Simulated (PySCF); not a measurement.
# CsCl: from the state search to spectroscopic constants

An exercise on one series of results from a longer session: the logs are not shown, and one member is left open.

The runs use PySCF 2.14.0; Cs def2-TZVPP with ECP46, Cl def2-TZVPP, scalar-relativistic core potentials.

Set-up of the first run:

A driver script around PySCF takes these settings:

| Item | Value |
| --- | --- |
| atoms | Cs, Cl |
| charge | 0 |
| basis | Cs def2-TZVPP with ECP46, Cl def2-TZVPP |
| Hamiltonian | scalar-relativistic core potentials |
| basis functions | 78 |
| electrons treated | 26 |
| masses in u | 132.9054, 34.9689 |
| levels | PBE0, PBE, r²SCAN, PW91, LDA, r²SCAN0, revPBE, CAM-B3LYP, HF, MP2, SCS-MP2, CCSD, CCSD(T) |
| grid | 80 radial by 434 angular points |
| occupations | held fixed by the projection of orbital angular momentum |
| dissociation limit | Cs + Cl, each in its ground configuration |
| starting distance in angstrom | 3.175 |
| values of 2S to try | 0, 2 |

Run with:

```
$ OMP_NUM_THREADS=1 python dia.py task.json out
```

Steps of the session up to this table: The job; First curve: PBE0; Higher solutions at PBE0; PBE; r²SCAN; PW91; LDA (local density); r²SCAN0 (hybrid meta-GGA); revPBE; CAM-B3LYP (range-separated hybrid); RHF (mean field); Correlated methods on the Hartree–Fock reference.

One table of the session follows, with a row left open; its other results are not shown here.

It belongs to the step «Constants by level of theory». 

```
      level    Re (Å)  ωe (cm⁻¹)  De (eV)
        RHF     3.017      198.2     3.31
    RHF-MP2     2.937      208.9     4.33
RHF-SCS-MP2         ?          ?        ?
   RHF-CCSD     2.957      205.4     4.10
RHF-CCSD(T)     2.950      206.5     4.16
        LDA     2.857      228.5     4.80
        PBE     2.912      212.5     4.41
     revPBE     2.935      205.3     4.29
       PW91     2.911      213.2     4.45
     r²SCAN     2.929      213.1     4.53
       PBE0     2.910      215.0     4.38
    r²SCAN0     2.924      214.5     4.43
  CAM-B3LYP     2.939      211.7     4.35
   measured  2.906272     214.17      n/a
```

**Question.** Estimate the row for RHF-SCS-MP2.

The run gave: Re (Å): 2.954; ωe (cm⁻¹): 205.9; De (eV): 4.25. In the column «Re (Å)» it lies between RHF-CCSD(T) (2.950) and RHF-CCSD (2.957).

De is counted to Cs + Cl in their ground configurations.
